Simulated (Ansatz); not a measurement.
# C3H10OSi: the cost of one run

Method: UKS PBE0/STO-3G, in Ansatz 0.2.0.

## Step 1: Starting point

Bond lengths: Si1–O3 1.576 Å, Si1–C4 2.198 Å, O3–C4 1.348 Å, Si1–C6 1.900 Å, Si1–C7 1.893 Å, C4–H8 1.087 Å, C4–H9 1.097 Å, C6–H10 1.089 Å, C6–H11 1.085 Å, C6–H12 1.086 Å, C7–H13 1.086 Å, C7–H14 1.084 Å, C7–H15 1.084 Å. Angles (14 of 25 angles, heavy atoms first): Si1–O3–C4 97.2°, O3–Si1–C4 37.5°, O3–Si1–C6 118.9°, O3–Si1–C7 111.0°, C4–Si1–C6 93.8°, C4–Si1–C7 148.4°, C6–Si1–C7 109.4°, Si1–C4–O3 45.4°, Si1–C4–H8 93.7°, Si1–C4–H9 153.2°, O3–C4–H8 115.5°, O3–C4–H9 109.3°, Si1–C6–H10 110.6°, Si1–C6–H11 112.6°.

Structure file:

```xyz
15

Si    0.1199    0.3713   -0.1092
H     1.8453   -0.2120   -0.5279
O     0.5787    0.3292    1.3983
C     1.1399   -0.8960    1.3689
H     1.9609   -0.8201    0.2485
C    -0.9399   -1.0529   -0.7873
C    -0.7101    2.0223   -0.5181
H     0.4483   -1.7246    1.2412
H     1.7034   -1.0594    2.2957
H    -1.5892   -1.4517   -0.0089
H    -0.3411   -1.8758   -1.1642
H    -1.5790   -0.7165   -1.5990
H    -1.7508    2.0465   -0.2080
H    -0.2005    2.8516   -0.0415
H    -0.6859    2.1881   -1.5887
```

## Step 2: Run 1

150 steps of 0.5 fs at constant energy, with velocities drawn for 100 K.

Input file input.yaml:

```yaml
crystal:
  periodic: [false, false, false]
  atoms:
    - { symbol: Si, position_ang: [0.1199, 0.3713, -0.1092] }
    - { symbol: H, position_ang: [1.8453, -0.212, -0.5279] }
    - { symbol: O, position_ang: [0.5787, 0.3292, 1.3983] }
    - { symbol: C, position_ang: [1.1399, -0.896, 1.3689] }
    - { symbol: H, position_ang: [1.9609, -0.8201, 0.2485] }
    - { symbol: C, position_ang: [-0.9399, -1.0529, -0.7873] }
    - { symbol: C, position_ang: [-0.7101, 2.0223, -0.5181] }
    - { symbol: H, position_ang: [0.4483, -1.7246, 1.2412] }
    - { symbol: H, position_ang: [1.7034, -1.0594, 2.2957] }
    - { symbol: H, position_ang: [-1.5892, -1.4517, -0.0089] }
    - { symbol: H, position_ang: [-0.3411, -1.8758, -1.1642] }
    - { symbol: H, position_ang: [-1.579, -0.7165, -1.599] }
    - { symbol: H, position_ang: [-1.7508, 2.0465, -0.208] }
    - { symbol: H, position_ang: [-0.2005, 2.8516, -0.0415] }
    - { symbol: H, position_ang: [-0.6859, 2.1881, -1.5887] }
magnetization:
  spin_polarized: true
basis:
  gaussian: { orbitals: STO-3G }
hamiltonian:
  xc: pbe0
md:
  timestep: 0.5
  n_steps: 150
  ensemble: nve
  temperature: 100.0
  initial_velocities: maxwell_boltzmann
  seed: 994814
```

The run is started by

```console
ansatz run input.yaml --threads 1 --pin off --max-ram 2048MiB --backend cpu --events-out ev --progress --plain --runs-dir out
```

What time and memory should one allow on 1 thread of an x86-64 CPU, shared host?

About 13 min, with a peak of 0.17 GiB.
